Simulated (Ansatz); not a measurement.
# CuHO (quintet): wave-function methods side by side, def2-QZVPP

An exercise on one series of results from a longer session: the logs are not shown, and one member is left open.

Method: def2-QZVPP, core rule «outside noble gas», up to 10 orbitals frozen; program: Ansatz 0.2.0, Gaussian basis.

Plan: UHF; ROHF; CCSD(T) on UHF.

2 further runs of the same task are left out: 2 set aside as unsound or not needed. Runs told in other sessions of the task aren't counted.

## What is computed

The geometry is a PBE0/def2-TZVP stationary point (not a proven minimum) of the parent state, kept for this charge and spin.

3 atoms, charge 0, spin multiplicity 5.

Atoms are counted from 1 here; the program's logs count them from 0.

Bond lengths: Cu1–O2 1.785 Å, O2–H3 0.962 Å. Angles: Cu1–O2–H3 117.6°.

Set-up of the first run:

in.yaml

```yaml
crystal:
  periodic: [false, false, false]
  atoms:
    - {symbol: Cu, position_ang: [0.000000, 0.015109, 0.382355]}
    - {symbol: O, position_ang: [0.000000, -0.105079, -1.398874]}
    - {symbol: H, position_ang: [0.000000, 0.715425, -1.900920]}
basis:
  gaussian: {orbitals: "def2-QZVPP.json"}
magnetization: {spin_polarized: true, initial_magnetization: 4}
hamiltonian: {xc: hf}
output: {orbitals: {seedname: orbitals}}
```

Run with:

```console
$ ansatz run in.yaml --threads 1 --pin off --events-out ev --progress --plain --max-ram 4096MiB --backend cpu
```

Steps of the session up to this table: UHF; ROHF; CCSD(T) on UHF.

One table of the session follows, with a row left open; its other results are not shown here.

| method | from UCCSD(T) (kcal/mol) |
| --- | --- |
| ROHF | +397.71 |
| UHF | +391.82 |
| UMP2 | ? |
| UCCSD | +13.25 |
| UCCSD(T) | 0 |

Estimate the missing values for UMP2.

**Answer.** from UCCSD(T) (kcal/mol): +6.46. In the column «from UCCSD(T) (kcal/mol)» it lies between UCCSD(T) (0) and UCCSD (+13.25).
